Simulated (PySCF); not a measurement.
**C₃H₉NSi: electronic excitations at several levels of theory**

How much do the electronic excitations of C₃H₉NSi (`CC/C=N\[SiH3]`) depend on the level of theory, and what does each level cost?

Programs: PySCF 2.14.0, with density-fitted response routines of our own. Each step states its level of theory. These are calculated values for one molecule in the gas phase, unless marked as measured. Atoms count from 0, in the outputs and in this text.

## 1. The starting structure

14 atoms, charge 0, multiplicity 1; geometry from: GFN2-xTB.

Bonds of the start (Å): C0–C1 1.53, C1–C2 1.50, C2–N3 1.25, N3–Si4 1.72, C0–H5 1.09, C0–H6 1.09, C0–H7 1.09, C1–H8 1.09, C1–H9 1.09, C2–H10 1.09, Si4–H11 1.46, Si4–H12 1.47, Si4–H13 1.46.

## 2. Relaxing the molecule at PBE0-D3(BJ)/def2-SVP

Job settings and geometry (Å):

```
{"job": {"xc": "PBE0", "basis": "def2-SVP", "d3": "d3bj", "grid": 1, "kind": "geom"}, "charge": 0, "multiplicity": 1}
C     -2.094459    -0.429196     0.186966
C     -0.912635     0.322628    -0.422359
C      0.045126     0.768277     0.639383
N      1.272804     0.555009     0.709569
Si     2.464199    -0.256511    -0.220344
H     -2.795090    -0.727152    -0.589473
H     -2.620519     0.198722     0.902803
H     -1.748199    -1.323389     0.700551
H     -1.279967     1.215578    -0.937175
H     -0.390217    -0.304225    -1.145779
H     -0.414596     1.347573     1.445902
H      3.037084    -1.198538     0.738058
H      2.059927    -0.989273    -1.431255
H      3.375866     0.820024    -0.599012
```

The program printed:

```text
step   0  E = -463.41783024  max force = 0.011425
step   1  E = -463.42148426  max force = 0.003069
step   2  E = -463.42148967  max force = 0.004997
step   3  E = -463.42163302  max force = 0.001904
step   4  E = -463.42167013  max force = 0.000737
step   5  E = -463.42167662  max force = 0.000476
step   6  E = -463.42167777  max force = 0.000103
optimisation converged
```

It took 33 s on 1 thread, shared host.

Step by step:

| step | energy from step 0 (eV) | largest force component (eV/Å) |
| --- | --- | --- |
| 0 | 0.0000 | 0.5875 |
| 1 | -0.0994 | 0.1578 |
| 2 | -0.0996 | 0.2570 |
| 3 | -0.1035 | 0.0979 |
| 4 | -0.1045 | 0.0379 |
| 5 | -0.1047 | 0.0245 |
| 6 | -0.1047 | 0.0053 |

Distances of close pairs at the start and the end, largest changes first:

| bond | before (Å) | after (Å) | change (Å) |
| --- | --- | --- | --- |
| Si4–H12 | 1.472 | 1.504 | +0.032 |
| Si4–H13 | 1.461 | 1.492 | +0.031 |
| Si4–H11 | 1.461 | 1.492 | +0.031 |
| N3–Si4 | 1.715 | 1.743 | +0.028 |
| C2–H10 | 1.094 | 1.113 | +0.018 |
| C2–N3 | 1.248 | 1.263 | +0.015 |
| C0–H6 | 1.088 | 1.102 | +0.014 |
| C0–H7 | 1.088 | 1.101 | +0.013 |

The final coordinates are the input of the step that follows.

| at the end point | value |
| --- | --- |
| point group (found at 0.08 Å tolerance) | C1 |
| rotational constants (GHz, main isotopes) | 9.879, 1.784, 1.647 |
| dipole moment (D) | 2.22 |

## 3. TDDFT and polarisability: PBE0/aug-cc-pVDZ

Job settings and geometry (Å):

```
{"job": {"kind": "uv", "xc": "PBE0", "basis": "aug-cc-pVDZ"}, "charge": 0, "multiplicity": 1}
C     -2.001812    -0.329320     0.018150
C     -0.820915     0.450719    -0.549243
C      0.100395     0.948319     0.529635
N      1.345108     0.775223     0.655151
Si     2.532697    -0.073288    -0.298253
H     -2.698246    -0.627914    -0.778732
H     -2.567192     0.272724     0.747103
H     -1.664925    -1.243023     0.531431
H     -1.196639     1.338386    -1.090930
H     -0.259355    -0.154392    -1.277664
H     -0.419195     1.544510     1.312140
H      3.196089    -1.061262     0.601290
H      2.036328    -0.811438    -1.511061
H      3.535789     0.934087    -0.751029
```

Level: TDDFT PBE0/aug-cc-pVDZ, vertical, gas phase, core orbitals frozen in the response.

The program printed:

```text
coarse grid: 11528 points
cycle   1  E = -463.5858686163  dE =  2.614e-01  |g| = 4.308e-01  |ddm| = 8.419e+00
cycle   2  E = -463.5175804896  dE =  6.829e-02  |g| = 6.990e-01  |ddm| = 1.879e+00
cycle   3  E = -463.6293256380  dE = -1.117e-01  |g| = 1.115e-01  |ddm| = 1.103e+00
cycle   4  E = -463.6322030287  dE = -2.877e-03  |g| = 2.964e-02  |ddm| = 2.411e-01
cycle   5  E = -463.6324315555  dE = -2.285e-04  |g| = 3.803e-03  |ddm| = 6.718e-02
cycle   6  E = -463.6324354809  dE = -3.925e-06  |g| = 1.076e-03  |ddm| = 1.192e-02
final grid: 104896 points
cycle   7  E = -463.6452799192  dE = -2.514e-05  |g| = 6.999e-03  |ddm| = 1.948e-01
cycle   8  E = -463.6452744013  dE =  5.518e-06  |g| = 8.393e-03  |ddm| = 3.744e-02
cycle   9  E = -463.6452931017  dE = -1.870e-05  |g| = 7.598e-04  |ddm| = 1.776e-02
cycle  10  E = -463.6452932081  dE = -1.064e-07  |g| = 3.562e-04  |ddm| = 1.607e-03
cycle  11  E = -463.6452932366  dE = -2.856e-08  |g| = 5.626e-05  |ddm| = 6.103e-04
cycle  12  E = -463.6452932375  dE = -8.555e-10  |g| = 2.226e-05  |ddm| = 1.967e-04
converged SCF energy = -463.6452932375

Static polarisability (au): isotropic 76.838, principal 62.612 69.318 98.584

Singlet excitations
state   eV       nm        f      main configurations
  1   4.1343    299.9   0.00039   H->L 0.96
  2   5.7367    216.1   0.00380   H->L+1 0.87
  3   6.1434    201.8   0.06976   H->L+3 0.61, H->L+4 0.24, H->L+1 0.08
  4   6.2723    197.7   0.00204   H->L+2 0.87, H->L+5 0.09
  5   6.3291    195.9   0.01709   H->L+4 0.69, H->L+3 0.25
  6   6.4583    192.0   0.01594   H->L+5 0.85, H->L+2 0.08
  7   6.9090    179.5   0.02914   H->L+6 0.83
  8   6.9460    178.5   0.00274   H->L+7 0.55, H->L+8 0.18, H->L+10 0.08
  9   7.1723    172.9   0.04630   H->L+8 0.62, H->L+7 0.24, H->L+6 0.08
 10   7.2004    172.2   0.32809   H-1->L 0.84

Triplet excitations (Tamm-Dancoff, eV): 3.5655 4.9201 5.6358 5.8455
```

Run time: 27 s. Hardware: 1 thread, shared host.

Frontier orbitals and where they lie:

| orbital | eV | atoms |
| --- | --- | --- |
| HOMO−3 | -9.98 | C1 20 %, C0 16 %, Si4 14 % |
| HOMO−2 | -9.49 | Si4 40 %, H12 23 %, H13 10 % |
| HOMO−1 | -8.63 | N3 29 %, C2 19 %, Si4 18 % |
| HOMO | -6.80 | N3 55 %, C2 16 %, Si4 9 % |
| LUMO | -0.71 | C2 35 %, N3 28 %, Si4 8 % |
| LUMO+1 | -0.09 | H8 13 %, H5 12 %, H6 11 % |
| LUMO+2 | 0.33 | H6 16 %, Si4 15 %, H12 13 % |

With each of the 10 states as a Gaussian band of 0.4 eV half-width at 1/e, the curve within the window shown has maxima at 198 nm (ε 4,000), 172 nm (ε 16,000) L/(mol cm). Beyond the last state computed it falls off for lack of states. The curve at chosen wavelengths:

nm, ε (L/mol/cm) and a bar:
```
      165       8676 ################
      172      15963 ##############################
      180       9687 ##################
      187       4327 ########
      195       3902 #######
      202       3858 #######
      209       2610 #####
      217       1096 ##
      224        399 #
      232        107 
      239         31 
      246          8 
      254          2 
      261          2 
      269          4 
      276          7 
      283         11 
      291         14 
      298         16 
      306         15 
      313         13 
      320         10 
      328          7 
      335          5 
      343          3 
      350          2
```

Ground-state properties from the same run:

| property | computed |
| --- | --- |
| dipole moment (D) | 2.28 |
| polarisability (Å³) | 11.39 |
| HOMO–LUMO gap (eV) | 6.09 |
| −ε(HOMO) (eV) | 6.80 |

## 4. Ultraviolet spectrum: PBE0/def2-TZVPD

The job, as its differences from that of step 3:

```diff
@@ -1,2 +1,2 @@
-{"job": {"kind": "uv", "xc": "PBE0", "basis": "aug-cc-pVDZ"}, "charge": 0, "multiplicity": 1}
+{"job": {"kind": "uv", "xc": "PBE0", "basis": "def2-TZVPD"}, "charge": 0, "multiplicity": 1}
 C     -2.001812    -0.329320     0.018150
```

Method: TDDFT PBE0/def2-TZVPD, vertical, gas phase, core orbitals frozen in the response.

The program printed:

```text
coarse grid: 11528 points
cycle   1  E = -463.6673595634  dE =  2.148e-01  |g| = 4.551e-01  |ddm| = 3.450e+00
cycle   2  E = -463.5957823900  dE =  7.158e-02  |g| = 7.310e-01  |ddm| = 1.745e+00
cycle   3  E = -463.7129569828  dE = -1.172e-01  |g| = 1.208e-01  |ddm| = 8.330e-01
cycle   4  E = -463.7159976870  dE = -3.041e-03  |g| = 3.788e-02  |ddm| = 1.330e-01
cycle   5  E = -463.7163532436  dE = -3.556e-04  |g| = 4.683e-03  |ddm| = 4.177e-02
cycle   6  E = -463.7163580775  dE = -4.834e-06  |g| = 1.151e-03  |ddm| = 9.756e-03
final grid: 104896 points
cycle   7  E = -463.7061729394  dE = -5.008e-05  |g| = 7.108e-03  |ddm| = 2.222e-01
cycle   8  E = -463.7061675241  dE =  5.415e-06  |g| = 8.426e-03  |ddm| = 2.363e-02
cycle   9  E = -463.7061850351  dE = -1.751e-05  |g| = 7.751e-04  |ddm| = 1.119e-02
cycle  10  E = -463.7061851138  dE = -7.869e-08  |g| = 5.008e-04  |ddm| = 1.133e-03
cycle  11  E = -463.7061851687  dE = -5.497e-08  |g| = 6.404e-05  |ddm| = 5.390e-04
cycle  12  E = -463.7061851697  dE = -9.668e-10  |g| = 2.699e-05  |ddm| = 1.379e-04
converged SCF energy = -463.7061851697

Static polarisability (au): isotropic 76.229, principal 62.174 68.659 97.856

Singlet excitations
state   eV       nm        f      main configurations
  1   4.1156    301.3   0.00035   H->L 0.98
  2   5.9672    207.8   0.00327   H->L+1 0.84, H->L+2 0.13
  3   6.3221    196.1   0.08375   H->L+2 0.82, H->L+1 0.13
  4   6.5965    188.0   0.00761   H->L+3 0.82
  5   6.7509    183.7   0.00397   H->L+4 0.91
  6   6.9154    179.3   0.00261   H->L+5 0.87
  7   7.1843    172.6   0.41434   H-1->L 0.71, H->L+7 0.16
  8   7.2351    171.4   0.01052   H->L+6 0.72, H-1->L 0.14
  9   7.2984    169.9   0.04262   H->L+7 0.67, H->L+6 0.14
 10   7.5101    165.1   0.01001   H-2->L 0.93

Triplet excitations (Tamm-Dancoff, eV): 3.5537 4.9065 5.7494 6.0648
```

It took 44 s on 1 thread, shared host.

Key values: HOMO -6.85 eV, LUMO -0.74 eV; lowest singlet 4.12 eV.

## 5. Ultraviolet spectrum: PBE0/6-31+G*

The job, as its differences from that of step 4:

```diff
@@ -1,2 +1,2 @@
-{"job": {"kind": "uv", "xc": "PBE0", "basis": "def2-TZVPD"}, "charge": 0, "multiplicity": 1}
+{"job": {"kind": "uv", "xc": "PBE0", "basis": "6-31+G*"}, "charge": 0, "multiplicity": 1}
 C     -2.001812    -0.329320     0.018150
```

With the program's defaults for keys left out, this is: TDDFT PBE0/6-31+G*, vertical, gas phase, core orbitals frozen in the response.

The program printed:

```text
coarse grid: 11528 points
cycle   1  E = -463.6177675446  dE =  2.383e-01  |g| = 4.285e-01  |ddm| = 3.435e+00
cycle   2  E = -463.5528230172  dE =  6.494e-02  |g| = 6.863e-01  |ddm| = 1.301e+00
cycle   3  E = -463.6611968906  dE = -1.084e-01  |g| = 1.108e-01  |ddm| = 8.248e-01
cycle   4  E = -463.6640542499  dE = -2.857e-03  |g| = 2.834e-02  |ddm| = 1.332e-01
cycle   5  E = -463.6642625732  dE = -2.083e-04  |g| = 3.075e-03  |ddm| = 4.382e-02
cycle   6  E = -463.6642649791  dE = -2.406e-06  |g| = 8.596e-04  |ddm| = 8.911e-03
final grid: 104896 points
cycle   7  E = -463.6136606313  dE = -1.896e-05  |g| = 6.914e-03  |ddm| = 3.990e-02
cycle   8  E = -463.6136555518  dE =  5.080e-06  |g| = 8.279e-03  |ddm| = 1.843e-02
cycle   9  E = -463.6136736751  dE = -1.812e-05  |g| = 7.784e-04  |ddm| = 1.075e-02
cycle  10  E = -463.6136737982  dE = -1.231e-07  |g| = 2.925e-04  |ddm| = 1.026e-03
cycle  11  E = -463.6136738173  dE = -1.909e-08  |g| = 4.334e-05  |ddm| = 3.576e-04
cycle  12  E = -463.6136738178  dE = -4.666e-10  |g| = 1.886e-05  |ddm| = 9.932e-05
converged SCF energy = -463.6136738178

Static polarisability (au): isotropic 69.222, principal 55.546 62.077 90.042

Singlet excitations
state   eV       nm        f      main configurations
  1   4.1834    296.4   0.00061   H->L 0.97
  2   5.9266    209.2   0.00494   H->L+1 0.89
  3   6.3258    196.0   0.09968   H->L+2 0.87, H->L+1 0.08
  4   6.6255    187.1   0.00983   H->L+4 0.55, H->L+3 0.40
  5   6.6678    185.9   0.00625   H->L+3 0.43, H->L+4 0.41, H->L+5 0.12
  6   6.8401    181.3   0.00570   H->L+5 0.82, H->L+3 0.12
  7   7.3240    169.3   0.40587   H-1->L 0.89
  8   7.4853    165.6   0.01777   H->L+6 0.86
  9   7.5888    163.4   0.02313   H->L+8 0.32, H->L+9 0.27, H->L+7 0.20
 10   7.6187    162.7   0.01125   H->L+9 0.44, H->L+7 0.37, H-2->L 0.09

Triplet excitations (Tamm-Dancoff, eV): 3.6013 4.9414 5.7339 6.0588
```

It took 12 s on 1 thread, shared host.

This run: HOMO -6.81 eV, LUMO -0.65 eV; lowest singlet 4.18 eV.

## 6. Comparing the runs: electronic excitations

Excitations and ground-state properties, with basis size and wall time:

| run | lowest singlet (eV) | brightest (eV) | f | gap (eV) | α (Å³) | μ (D) | functions | time |
| --- | --- | --- | --- | --- | --- | --- | --- | --- |
| PBE0/aug-cc-pVDZ | 4.13 | 7.20 | 0.328 | 6.09 | 11.39 | 2.28 | 200 | 27 s |
| PBE0/def2-TZVPD | 4.12 | 7.18 | 0.414 | 6.11 | 11.30 | 2.32 | 272 | 44 s |
| PBE0/6-31+G* | 4.18 | 7.32 | 0.406 | 6.16 | 10.26 | 2.36 | 112 | 12 s |

## 7. Outcome

```
                                quantity                         value
                             point group                            C1
    rotational constants (main isotopes)          9.88, 1.78, 1.65 GHz
       lowest singlet (PBE0/aug-cc-pVDZ)   4.13 eV (300 nm), f = 0.000
brightest single state of those computed  state 10, 7.20 eV, f = 0.328
                          lowest triplet                       3.57 eV
             range of the lowest singlet               4.12 to 4.18 eV
```

**Reading.** Single values in the summary come from the first run of each kind that ended normally (PBE0/aug-cc-pVDZ), which need not be the best level. The optimisation took 6 steps and gained 0.105 eV; among the close pairs (by a distance rule), Si4–H12 changed most, from 1.472 to 1.504 Å. The first singlet state (HOMO→LUMO 0.96) lies at 4.13 eV and is dark; of the 10 states computed, the strongest absorption comes from states 9 to 10 together at 7.20 eV (the last computed, so partners may be missing). The lowest triplet lies 0.57 eV below the lowest singlet (triplets in Tamm-Dancoff, singlets in full TDDFT). States above −ε(HOMO) lie where TDDFT describes them poorly and they hang on the basis; the brightest is among them. The lowest singlet runs from 4.12 eV (PBE0/def2-TZVPD) to 4.18 eV (PBE0/6-31+G*), while the orbital gap spans 6.09 to 6.16 eV. The lowest state need not be the same one in every run.
